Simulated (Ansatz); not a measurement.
**CH₇FGeSi: small, medium and large basis sets**

How large a basis does CH₇FGeSi need? Two functionals are run in growing sets.

The runs use Ansatz 0.2.0, Gaussian basis; one geometry, several basis sets.

Plan: PBE0-D4/def2-SVP; ωB97M-V/def2-SVP; PBE0-D4/def2-QZVPP; ωB97M-V/def2-QZVPP; the functionals' def2-TZVPP values are taken from earlier runs.

## (1) Structure used throughout

An earlier PBE0-D4 in a triple-zeta def2 set relaxation fixed the geometry.

SMILES `[CH3][GeH]([F])[SiH3]`, 11 atoms, charge 0, spin multiplicity 1.

Atoms are counted from 1 here; the program's logs count them from 0.

Bond lengths: C1–Ge2 1.944 Å, C1–H5 1.090 Å, C1–H6 1.092 Å, C1–H7 1.091 Å, Ge2–F3 1.757 Å, Ge2–Si4 2.388 Å, Ge2–H8 1.543 Å, Si4–H9 1.486 Å, Si4–H10 1.485 Å, Si4–H11 1.488 Å. Angles: Ge2–C1–H5 110.1°, Ge2–C1–H6 110.2°, Ge2–C1–H7 109.6°, H5–C1–H6 108.9°, H5–C1–H7 109.1°, H6–C1–H7 108.9°, C1–Ge2–F3 105.6°, C1–Ge2–Si4 115.0°, C1–Ge2–H8 111.4°, F3–Ge2–Si4 105.7°, F3–Ge2–H8 104.8°, Si4–Ge2–H8 113.3°, Ge2–Si4–H9 109.6°, Ge2–Si4–H10 110.4°, Ge2–Si4–H11 109.0°, H9–Si4–H10 109.7°, H9–Si4–H11 108.9°, H10–Si4–H11 109.2°.

## (2) PBE0-D4 in def2-SVP

File in.yaml:

```yaml
crystal:
  periodic: [false, false, false]
  atoms:
    - {symbol: C, position_ang: [-1.020137, 1.435704, -0.418907]}
    - {symbol: Ge, position_ang: [0.583088, 0.336748, -0.457464]}
    - {symbol: F, position_ang: [1.813966, 1.270016, 0.378853]}
    - {symbol: Si, position_ang: [0.420584, -1.728872, 0.729591]}
    - {symbol: H, position_ang: [-1.337400, 1.600957, 0.610966]}
    - {symbol: H, position_ang: [-1.828242, 0.943500, -0.963430]}
    - {symbol: H, position_ang: [-0.814374, 2.398973, -0.887231]}
    - {symbol: H, position_ang: [1.120411, 0.174859, -1.895164]}
    - {symbol: H, position_ang: [-0.022032, -1.469542, 2.124273]}
    - {symbol: H, position_ang: [1.733686, -2.422246, 0.741714]}
    - {symbol: H, position_ang: [-0.584149, -2.596998, 0.057399]}
basis:
  gaussian: {orbitals: def2-SVP}
hamiltonian: {xc: pbe0, dispersion: d4}
output: {orbitals: {seedname: orbitals}}
```

Further steps of the session: ωB97M-V in def2-SVP; PBE0-D4 in def2-QZVPP; ωB97M-V in def2-QZVPP.

**Question.** What will the summary of the whole plan be? Wanted: PBE0-D4: double and triple zeta above quadruple; ωB97M-V: double and triple zeta above quadruple.

**Answer**, as computed:

| quantity | value |
| --- | --- |
| PBE0-D4: double and triple zeta above quadruple | 16.33, 1.72 eV |
| ωB97M-V: double and triple zeta above quadruple | 16.46, 1.66 eV |

In words: PBE0-D4 gains 14.61 eV from double to triple zeta, then 1.72 eV more. Total energies overstate the basis error of differences, where much of it tends to cancel. The LUMO of ωB97M-V is positive and keeps falling with the basis (1.83 to 1.29 eV): an unbound level that the basis holds in place.
